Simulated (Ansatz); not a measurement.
Crystal: MoI.

```
Mo I
1.0
     0.00000    3.17885    3.17885
     3.17885    0.00000    3.17885
     3.17885    3.17885    0.00000
Mo I
1 1
Direct
  0.00000 0.00000 0.00000
  0.75000 0.75000 0.75000
```

The cell was built by a generator and needn't be a form met in nature.

Base run:

| Property | Result |
| --- | --- |
| Program | Ansatz 0.2.0 |
| Functional | BLYP |
| Potentials or basis | Ansatz PAW |
| Cutoff | 420 eV |
| Density cutoff | 1680 eV |
| k mesh | 7 × 7 × 7 |
| Occupations | fermi-dirac, width 0.05 eV |
| Spin | no spin polarisation |

Its results: band gap on the k mesh none (metal or under the smearing width); pressure -3.4 GPa.

Question: After a change of settings the same cell gave: band gap on the k mesh none (metal or under the smearing width); pressure -8.1 GPa. Which change was it?
A. functional from BLYP to PBEsol
B. functional from BLYP to r2SCAN; cutoff from 420 eV to 500 eV; density cutoff from 1680 eV to 2000 eV
C. functional from BLYP to RPBE
D. functional from BLYP to LDA; k mesh from 7 × 7 × 7 to 5 × 5 × 5

Answer: B.

Caveats: an odd number of electrons without spin polarisation forces a metal; a magnetic or distorted state may lie lower; the PAW data sets come from PBE, with cores solved anew for the run's functional, which leaves a small shift of forces and pressure; the potentials were made for another functional, which shifts forces and pressure (some runs).

Not every run made on this cell is shown here.
